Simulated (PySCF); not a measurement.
# PdSH₂: structure of the quintet

Aim: relax PdSH₂ as a quintet from a trigonal pyramidal start, check by its vibrations whether the end is a minimum, and collect its spectrum and constants.

The runs use PySCF 2.14.0; PBE0, basis Pd def2-TZVP with ECP28, S def2-TZVP, H def2-TZVP, scalar-relativistic core potentials, no spin–orbit coupling, density fitting.

## Step 1: The starting structure

4 atoms, charge 0, spin multiplicity 5.

Bond lengths: Pd1–S2 2.110 Å, Pd1–H3 1.520 Å, Pd1–H4 1.520 Å. Angles: S2–Pd1–H3 99.8°, S2–Pd1–H4 99.8°, H3–Pd1–H4 99.8°.

```xyz
4
charge 0 multiplicity 5
Pd    0.0000    0.0000    0.0000
S    -0.9315   -1.6134    0.9906
H     1.3421    0.0000    0.7136
H    -0.6710    1.1623    0.7136
```

## Step 2: First SCF at the start

The steps below are one call of a driver around PySCF. For each, scf.py gives the equivalent set-up of the SCF; relaxations use the driver's own optimiser. After this first run the driver tries any further starts and a stability analysis.

Input file scf.py:

```python
from pyscf import gto, scf, dft
mol = gto.M(atom='''
Pd     0.000000     0.000000     0.000000
S     -0.931500    -1.613400     0.990600
H      1.342100     0.000000     0.713600
H     -0.671000     1.162300     0.713600''',
    basis={'Pd': 'def2-TZVP', 'S': 'def2-TZVP', 'H': 'def2-TZVP'},
    ecp={'Pd': 'def2-TZVP'},
    charge=0, spin=4)
mf = dft.UKS(mol, xc='PBE0')
mf.grids.atom_grid = (50, 194)
aux = {'Pd': 'def2-universal-JKFIT', 'S': 'def2-universal-JKFIT', 'H': 'def2-universal-JKFIT'}
mf = mf.density_fit(auxbasis=aux)
mf.conv_tol = 1e-08
mf.diis_space = 10
mf.max_cycle = 60
mf.init_guess = 'minao'
mf.verbose = 4
mf.kernel()
```

Launch:

```bash
> OMP_NUM_THREADS=2 python axn.py task.json out
```

The log of the run:

```text
init E= -517.711962787148
[... the frontier-level lines of each cycle are left out ...]
cycle= 1 E= -525.20277040646  delta_E= -7.49  |g|=  2.2  |ddm|= 3.35
cycle= 2 E= -505.840910673011  delta_E= 19.4  |g|= 4.79  |ddm|= 13.2
cycle= 3 E= -526.257616167592  delta_E= -20.4  |g|= 1.07  |ddm|= 13.2
cycle= 4 E= -525.931688712976  delta_E= 0.326  |g|= 1.42  |ddm|= 1.78
cycle= 5 E= -526.841223372595  delta_E= -0.91  |g|= 0.592  |ddm|= 0.756
cycle= 6 E= -526.978475109384  delta_E= -0.137  |g|= 0.21  |ddm|= 0.292
cycle= 7 E= -527.001438492181  delta_E= -0.023  |g|= 0.0523  |ddm|= 0.168
cycle= 8 E= -527.002997963073  delta_E= -0.00156  |g|= 0.0175  |ddm|= 0.0571
cycle= 9 E= -527.003150880319  delta_E= -0.000153  |g|= 0.0157  |ddm|= 0.0221
cycle= 10 E= -527.003280586249  delta_E= -0.00013  |g|= 0.00919  |ddm|= 0.0144
cycle= 11 E= -527.003327499952  delta_E= -4.69e-05  |g|= 0.00145  |ddm|= 0.0104
cycle= 12 E= -527.003329226254  delta_E= -1.73e-06  |g|= 0.000499  |ddm|= 0.00308
cycle= 13 E= -527.003329335008  delta_E= -1.09e-07  |g|= 0.000169  |ddm|= 0.000467
cycle= 14 E= -527.003329358651  delta_E= -2.36e-08  |g|= 3.89e-05  |ddm|= 0.000249
cycle= 15 E= -527.003329362268  delta_E= -3.62e-09  |g|= 1.51e-05  |ddm|= 0.000117
Extra cycle  E= -527.003329362915  delta_E= -6.47e-10  |g|= 1.01e-05  |ddm|= 4.1e-05
converged SCF energy = -527.003329362915  <S^2> = 6.0105621  2S+1 = 5.004223
```

This step, with its further starts and checks, needed 13 s of wall time on 2 threads of Arm Neoverse V1, shared host.

Energies from each starting density:

```csv
start,energy (Eh)
the minimal-basis guess,-527.003329
a thermally smeared density,-527.003329
a smeared PBE density,-527.003329
```

No lower solution of this spin turned up from the other starts or in the test of internal stability.

## Step 3: Relaxation: trigonal pyramidal start, quintet

The program finds Cs symmetry in the start, which this walk keeps. Threshold on the gradient: 0.0003 Eh/bohr, with a further test on the energy change.

Edit scf.py of step 2 so:

```diff
@@ -3,4 +3,4 @@
-Pd     0.000000     0.000000     0.000000
-S     -0.931500    -1.613400     0.990600
-H      1.342100     0.000000     0.713600
-H     -0.671000     1.162300     0.713600''',
+Pd     0.208073     0.360360    -0.236683
+S     -0.723489    -1.253004     0.753917
+H      1.550162     0.360333     0.476920
+H     -0.462909     1.522683     0.476913''',
@@ -17 +16,0 @@
-mf.init_guess = 'minao'
```

The optimiser's trace:

```csv
step,energy (Eh),change (kJ/mol),largest symmetric gradient (Eh/bohr)
0,-527.003329,0.00,0.04602
1,-527.013696,-27.22,0.01842
2,-527.017841,-38.10,0.00412
3,-527.018446,-39.69,0.00520
4,-527.018619,-40.14,0.00434
5,-527.018771,-40.54,0.00268
6,-527.018837,-40.71,0.00218
7,-527.018863,-40.78,0.00106
8,-527.018870,-40.80,0.00051
9,-527.018872,-40.81,0.00015
```

The walk took 22 s.

Positions (Å) and forces (eV/Å) along the way:

```
step 0
Pd   0.208   0.360  -0.237  -0.053  -0.092  -2.366
S   -0.723  -1.253   0.754  -0.684  -1.187   0.741
H    1.550   0.360   0.477   1.972  -0.286   0.813
H   -0.463   1.523   0.477  -1.234   1.565   0.812
step 1
Pd   0.219   0.379  -0.248  -0.048  -0.084  -0.806
S   -0.740  -1.282   0.767  -0.205  -0.358   0.217
H    1.624   0.325   0.476   0.947  -0.251   0.295
H   -0.530   1.569   0.476  -0.694   0.693   0.294
step 5
Pd   0.252   0.436  -0.192   0.076   0.138   0.089
S   -0.738  -1.279   0.771  -0.014  -0.030   0.028
H    1.772   0.199   0.446  -0.116  -0.005  -0.059
H   -0.714   1.635   0.446   0.053  -0.103  -0.058
step 9
Pd   0.261   0.452  -0.185  -0.005  -0.003  -0.008
S   -0.735  -1.272   0.773   0.006   0.005   0.005
H    1.766   0.188   0.441   0.003  -0.003   0.001
H   -0.720   1.623   0.441  -0.003   0.001   0.002
```

After 9 steps and 40.8 kJ/mol it ends at Cs: Pd–H 1.652 Å (×2), Pd–S 2.209 Å; H–Pd–H 120.7°, H–Pd–S 97.0° (×2).

## Step 4: Is it a minimum? Harmonic modes

On the finer grid the gradient is checked again; gradients at displacements of ±0.02 bohr then give force constants and infrared intensities.

Edit scf.py of step 3 so:

```diff
@@ -3,4 +3,4 @@
-Pd     0.208073     0.360360    -0.236683
-S     -0.723489    -1.253004     0.753917
-H      1.550162     0.360333     0.476920
-H     -0.462909     1.522683     0.476913''',
+Pd     0.223972     0.387895    -0.228136
+S     -0.771400    -1.335980     0.729512
+H      1.729129     0.122950     0.398335
+H     -0.757968     1.559005     0.398326''',
@@ -11 +11 @@
-mf.grids.atom_grid = (50, 194)
+mf.grids.atom_grid = (75, 302)
@@ -14 +14 @@
-mf.conv_tol = 1e-08
+mf.conv_tol = 1e-10
```

The driver hands on the density of the step before, so the log starts near convergence.

SCF at the final geometry:

```text
init E= -527.018827153592
[... the frontier-level lines of each cycle are left out ...]
cycle= 1 E= -527.018827153594  delta_E= -1.59e-12  |g|= 1.1e-06  |ddm|= 2.64e-06
Extra cycle  E= -527.018827153589  delta_E= 4.32e-12  |g|= 2.41e-06  |ddm|= 2.78e-06
converged SCF energy = -527.018827153589  <S^2> = 6.0137591  2S+1 = 5.0055006
```

The whole step took 59 s.

Geometry: Cs; Pd–H 1.652 Å (×2), Pd–S 2.209 Å; H–Pd–H 120.8°, H–Pd–S 97.0° (×2).

Modes, for the most abundant isotopes:

```
symmetry  ω (cm⁻¹)  IR (km/mol)     type
      a'       350          3.0    mixed
     a''       482          0.3     bend
      a'       491         24.0     bend
      a'       560         57.4     bend
     a''      1572         10.5  stretch
      a'      1679         86.2  stretch
```

All wavenumbers are real: a minimum.

Properties at this point:

```
Dipole moment                                                   : 1.57 D
Highest occupied level                                          : -6.36 eV
Lowest empty level                                              : -4.85 eV
Rotational constants                                            : 3.128, 0.1381, 0.1349 cm⁻¹
Zero-point energy                                               : 30.7 kJ/mol
Principal polarisabilities                                      : 42.4, 55.7, 83.6 bohr³
Atomisation energy without zero-point energy                    : 488 kJ/mol
Principal traceless quadrupole moments about the centre of mass : -2.13, -1.23, 3.36 D Å
Entropy at 298.15 K and 1 bar (electronic part: spin only)      : 292.4 J/(mol K)
Heat capacity Cp at 298.15 K                                    : 55.6 J/(mol K)
Enthalpy at 298.15 K above 0 K                                  : 12.59 kJ/mol
Rotational symmetry number                                      : 1
Spin squared ⟨S²⟩                                               : 6.014
```

Populations by atom (charges in e):

| atom | Mulliken | Löwdin | polar tensor | spin (Mulliken) | Mayer order to Pd1 |
| --- | --- | --- | --- | --- | --- |
| Pd1 | 0.10 | -0.33 | 0.03 | 1.25 | – |
| S2 | 0.00 | 0.34 | 0.13 | 1.90 | 1.26 |
| H3,4 | -0.05 | -0.01 | -0.08 | 0.43 | 0.82 |

Outer orbital energies (eV). α occupied: -11.24, -11.10, -10.96, -9.13, -9.07, -8.80, -6.45, -6.36; empty: -1.12, 0.69, 1.63, 1.65. β occupied: -60.04, -18.67, -10.38, -9.93, -9.92, -9.34, -9.12, -8.37; empty: -4.85, -4.72, -2.94, -2.67.

Mulliken populations on Pd1 (outside its core potential): s 2.69, p 6.45, d 8.77, f 0.00.

## Step 5: Results

| quantity | value |
| --- | --- |
| minimum | quintet, Cs |
| geometry | Pd–H 1.652 Å (×2), Pd–S 2.209 Å; H–Pd–H 120.8°, H–Pd–S 97.0° (×2) |
| wavenumbers (cm⁻¹) | 350 (a'), 482 (a''), 491 (a'), 560 (a'), 1572 (a''), 1679 (a') |
| dipole moment | 1.57 D |
| highest occupied, lowest empty level (either spin) | -6.36, -4.85 eV |
| polar-tensor charge of Pd1 | +0.03 e |
| zero-point energy | 30.7 kJ/mol |
| entropy at 298.15 K | 292.4 J/(mol K) |
| atomisation energy (no zero-point energy) | 488 kJ/mol |
| ⟨S²⟩ | 6.014 |

What this shows: The trigonal pyramidal start keeps its Cs symmetry and ends in a minimum. The strongest infrared band lies at 1679 cm⁻¹ (a', stretch). Only this shape and spin were tried, so other structures or states may lie lower. One determinant may miss the lowest occupation of an open d or f shell.

The search up to here took 95 s.
